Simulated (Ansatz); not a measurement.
**TiC+ (quartet): wave-function methods side by side, def2-TZVPP**

The task here is to estimate one member of a computed series from the others.

The runs use Ansatz 0.2.0, Gaussian basis; def2-TZVPP, core rule «outside noble gas», up to 10 orbitals frozen.

To be run: UHF; ROHF; CCSD(T) on UHF.

**What is computed**

The geometry is a PBE0/def2-TZVP stationary point (not a proven minimum).

2 atoms, charge 1, spin multiplicity 4.

Atoms are counted from 1 here; the program's logs count them from 0.

Bond lengths: Ti1–C2 1.772 Å.

Set-up of the first run:

File in.yaml:

```yaml
crystal:
  periodic: [false, false, false]
  atoms:
    - {symbol: Ti, position_ang: [0.000000, 0.000000, 0.000000]}
    - {symbol: C, position_ang: [0.000000, 0.000000, 1.771600]}
basis:
  gaussian: {orbitals: def2-TZVPP}
total_charge: 1
magnetization: {spin_polarized: true, initial_magnetization: 3}
hamiltonian: {xc: hf}
output: {orbitals: {seedname: orbitals}}
```

Run with:

```console
> ansatz run in.yaml --threads 1 --pin off --events-out ev --progress --plain --max-ram 4096MiB --backend cpu
```

Among the steps run: UHF; ROHF; CCSD(T) on UHF.

One of the session's tables, all rows but one given; the rest of the session is left out.

```
  method  from UCCSD(T) (kcal/mol)
    ROHF                   +149.03
     UHF                   +124.23
    UMP2                    +41.86
   UCCSD                         ?
UCCSD(T)                         0
```

**Question.** Estimate the row for UCCSD.

**Answer.** from UCCSD(T) (kcal/mol): +9.58. In the column «from UCCSD(T) (kcal/mol)» it lies between UCCSD(T) (0) and UMP2 (+41.86).

To keep in mind: The determinant is far from a pure spin state, so its energy mixes those of several spin states (harmless only where they are near-degenerate, as at dissociation).
